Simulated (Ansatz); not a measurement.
# C7H16O: a ladder of functionals and wavefunction methods

The task here is to estimate one member of a computed series from the others.

Computed with Ansatz 0.2.0, Gaussian basis. Level: functionals in def2-TZVPP, the program's frozen cores in correlated methods.

Plan: LDA (SPW92), PBE-D4, revPBE-D4, BLYP-D4, r2SCAN-D4, B97M-V, PBE0-D4, B3LYP-D4, r2SCANh-D4, r2SCAN0-D4, HSE06-D4, BHLYP-D4, CAM-B3LYP-D4, LC-ωPBE, ωB97X-V, ωB97M-V, B2PLYP, PBE-QIDH; CCSD(T)/def2-SVP; CCSD(T)/def2-TZVPP; MP2/def2-QZVPP; extrapolation to the limit; RPA on PBE.

## The relaxed structure

An earlier PBE0-D4 in a triple-zeta def2 set relaxation fixed the geometry.

24 atoms, charge 0, spin multiplicity 1.

Atoms are counted from 1 here; the program's logs count them from 0.

Bond lengths: C1–C2 1.519 Å, C1–H9 1.094 Å, C1–H10 1.094 Å, C1–H11 1.093 Å, C2–C3 1.521 Å, C2–H12 1.097 Å, C2–H13 1.095 Å, C3–C4 1.522 Å, C3–H14 1.096 Å, C3–H15 1.094 Å, C4–C5 1.517 Å, C4–H16 1.096 Å, C4–H17 1.095 Å, C5–O6 1.419 Å, C5–C7 1.522 Å, C5–H18 1.102 Å, O6–H19 0.960 Å, C7–C8 1.519 Å and more. Angles: C2–C1–H9 111.1°, C2–C1–H10 110.9°, C2–C1–H11 111.7°, H9–C1–H10 107.4°, H9–C1–H11 107.7°, H10–C1–H11 107.7°, C1–C2–C3 112.5°, C1–C2–H12 109.6°, C1–C2–H13 109.2°, C3–C2–H12 109.4°, C3–C2–H13 109.7°, H12–C2–H13 106.2°, C2–C3–C4 114.4°, C2–C3–H14 108.8°, C2–C3–H15 109.3°, C4–C3–H14 108.4°, C4–C3–H15 109.1°, H14–C3–H15 106.4° and more.

The first run:

The input, in.yaml:

```yaml
crystal:
  periodic: [false, false, false]
  atoms:
    - {symbol: C, position_ang: [-1.788553, -2.543481, 1.642902]}
    - {symbol: C, position_ang: [-1.128159, -1.586361, 0.665780]}
    - {symbol: C, position_ang: [0.137426, -0.960230, 1.230013]}
    - {symbol: C, position_ang: [0.889662, -0.068870, 0.251472]}
    - {symbol: C, position_ang: [0.112261, 1.146124, -0.218013]}
    - {symbol: O, position_ang: [-0.285737, 1.853839, 0.946093]}
    - {symbol: C, position_ang: [0.918577, 2.045232, -1.144679]}
    - {symbol: C, position_ang: [1.285319, 1.405444, -2.472848]}
    - {symbol: H, position_ang: [-1.115434, -3.364451, 1.906363]}
    - {symbol: H, position_ang: [-2.058657, -2.030571, 2.570225]}
    - {symbol: H, position_ang: [-2.699548, -2.980613, 1.227319]}
    - {symbol: H, position_ang: [-0.889668, -2.115850, -0.265013]}
    - {symbol: H, position_ang: [-1.839854, -0.799306, 0.396334]}
    - {symbol: H, position_ang: [0.811158, -1.759991, 1.559026]}
    - {symbol: H, position_ang: [-0.113683, -0.380050, 2.122742]}
    - {symbol: H, position_ang: [1.815901, 0.285105, 0.718700]}
    - {symbol: H, position_ang: [1.179391, -0.655729, -0.626158]}
    - {symbol: H, position_ang: [-0.782103, 0.807167, -0.765471]}
    - {symbol: H, position_ang: [-0.733618, 2.657439, 0.670501]}
    - {symbol: H, position_ang: [0.326638, 2.949572, -1.336720]}
    - {symbol: H, position_ang: [1.818473, 2.372298, -0.612613]}
    - {symbol: H, position_ang: [1.764711, 2.128237, -3.136151]}
    - {symbol: H, position_ang: [1.977724, 0.571257, -2.343707]}
    - {symbol: H, position_ang: [0.397782, 1.023798, -2.986097]}
basis:
  gaussian: {orbitals: def2-TZVPP}
hamiltonian: {xc: lda}
output: {orbitals: {seedname: orbitals}}
```

Run with:

```console
> ansatz run in.yaml --threads 4 --pin off --events-out ev --progress --plain --max-ram 66560MiB --backend cuda --devices 0, --max-vram 37GiB
```

Steps of the session up to this table: LDA; PBE-D4 (GGA); revPBE-D4 (GGA); BLYP-D4 (GGA); r2SCAN-D4 (meta-GGA); B97M-V (meta-GGA); PBE0-D4 (hybrid); B3LYP-D4 (hybrid); r2SCANh-D4 (hybrid); r2SCAN0-D4 (hybrid); HSE06-D4 (hybrid); BHLYP-D4 (hybrid); CAM-B3LYP-D4 (range-separated); LC-ωPBE (range-separated); ωB97X-V (range-separated); ωB97M-V (range-separated); B2PLYP (double hybrid); PBE-QIDH (double hybrid).

One table of the session follows, with a row left open; its other results are not shown here.

It belongs to the step «Orbital energies across the functionals». 

```
  functional  HOMO (eV)  LUMO (eV)  gap (eV)
 LDA (SPW92)      -6.21       0.00      6.21
      PBE-D4          ?          ?         ?
   revPBE-D4      -5.99       0.27      6.26
     BLYP-D4      -5.99       0.16      6.15
   r2SCAN-D4      -6.39       0.89      7.28
      B97M-V      -6.58       0.37      6.94
     PBE0-D4      -7.66       1.02      8.68
    B3LYP-D4      -7.44       0.67      8.11
  r2SCANh-D4      -7.00       1.14      8.13
  r2SCAN0-D4      -7.90       1.48      9.38
    HSE06-D4      -7.25       0.65      7.90
    BHLYP-D4      -9.22       1.63     10.85
CAM-B3LYP-D4      -9.16       1.78     10.93
     LC-ωPBE     -10.46       3.09     13.56
     ωB97X-V     -10.16       2.87     13.04
     ωB97M-V     -10.10       2.44     12.53
```

Estimate the missing values for PBE-D4.

The run gave: HOMO (eV): -6.06; LUMO (eV): 0.18; gap (eV): 6.24. In the column «HOMO (eV)» it lies between LDA (SPW92) (-6.21) and revPBE-D4 (-5.99).
